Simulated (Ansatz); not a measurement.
# CH₃AlClNS: one species, many methods

An exercise on one series of results from a longer session: the logs are not shown, and one member is left open.

The runs use Ansatz 0.2.0, Gaussian basis; functionals in def2-TZVPP, the program's frozen cores in correlated methods.

Levels to be run: LDA (SPW92), PBE-D4, revPBE-D4, BLYP-D4, r2SCAN-D4, B97M-V, PBE0-D4, B3LYP-D4, r2SCANh-D4, r2SCAN0-D4, HSE06-D4, BHLYP-D4, CAM-B3LYP-D4, LC-ωPBE, ωB97X-V, ωB97M-V, B2PLYP, PBE-QIDH; CCSD(T)/def2-SVP; CCSD(T)/def2-TZVPP; MP2/def2-QZVPP; extrapolation to the limit; RPA on PBE.

## The relaxed structure

An earlier PBE0-D4 in a triple-zeta def2 set relaxation fixed the geometry.

SMILES `N=[CH][Al]([SH])[Cl]`, 8 atoms, charge 0, spin multiplicity 1.

Atoms are counted from 1 here; the program's logs count them from 0.

Bond lengths: N1–C2 1.273 Å, N1–H6 1.024 Å, C2–Al3 1.968 Å, C2–H7 1.097 Å, Al3–S4 2.174 Å, Al3–Cl5 2.092 Å, S4–H8 1.345 Å. Angles: C2–N1–H6 112.4°, N1–C2–Al3 122.8°, N1–C2–H7 115.1°, Al3–C2–H7 122.1°, C2–Al3–S4 116.2°, C2–Al3–Cl5 123.3°, S4–Al3–Cl5 120.5°, Al3–S4–H8 91.9°.

The first run:

Input file in.yaml:

```yaml
crystal:
  periodic: [false, false, false]
  atoms:
    - {symbol: N, position_ang: [0.117217, 1.215949, 1.731302]}
    - {symbol: C, position_ang: [0.767504, 0.999318, 0.658999]}
    - {symbol: Al, position_ang: [0.194617, -0.317869, -0.686699]}
    - {symbol: S, position_ang: [-1.640806, -1.397752, -0.250775]}
    - {symbol: Cl, position_ang: [1.254759, -0.695399, -2.450798]}
    - {symbol: H, position_ang: [-0.721290, 0.632528, 1.803117]}
    - {symbol: H, position_ang: [1.676234, 1.601715, 0.536130]}
    - {symbol: H, position_ang: [-1.556134, -2.095689, -1.396976]}
basis:
  gaussian: {orbitals: def2-TZVPP}
hamiltonian: {xc: lda}
output: {orbitals: {seedname: orbitals}}
```

Started as:

```console
> ansatz run in.yaml --threads 2 --pin off --events-out ev --progress --plain --max-ram 4352MiB
```

Steps of the session up to this table: LDA; PBE-D4 (GGA); revPBE-D4 (GGA); BLYP-D4 (GGA); r2SCAN-D4 (meta-GGA); B97M-V (meta-GGA); PBE0-D4 (hybrid); B3LYP-D4 (hybrid); r2SCANh-D4 (hybrid); r2SCAN0-D4 (hybrid); HSE06-D4 (hybrid); BHLYP-D4 (hybrid); CAM-B3LYP-D4 (range-separated); LC-ωPBE (range-separated); ωB97X-V (range-separated); ωB97M-V (range-separated); B2PLYP (double hybrid); PBE-QIDH (double hybrid).

One of the session's tables, all rows but one given; the rest of the session is left out.

It belongs to the step «Frontier levels by functional». 

```
  functional  HOMO (eV)  LUMO (eV)  gap (eV)
 LDA (SPW92)      -6.01      -3.20      2.81
      PBE-D4      -5.90      -2.94      2.95
   revPBE-D4      -5.84      -2.84      3.00
     BLYP-D4      -5.79      -2.79      3.00
   r2SCAN-D4      -6.13      -2.78      3.35
      B97M-V      -6.25      -2.71      3.54
     PBE0-D4      -7.25      -2.03      5.22
    B3LYP-D4      -7.04      -2.23      4.81
  r2SCANh-D4      -6.64      -2.43      4.21
  r2SCAN0-D4      -7.42      -1.94      5.48
    HSE06-D4      -6.85      -2.41      4.44
    BHLYP-D4      -8.56      -1.06      7.50
CAM-B3LYP-D4      -8.63      -0.95      7.68
     LC-ωPBE      -9.95       0.15     10.10
     ωB97X-V      -9.62       0.07      9.69
     ωB97M-V          ?          ?         ?
```

**Question.** Estimate the row for ωB97M-V.

As computed: HOMO (eV): -9.51; LUMO (eV): -0.08; gap (eV): 9.42. In the column «HOMO (eV)» it lies between ωB97X-V (-9.62) and CAM-B3LYP-D4 (-8.63).
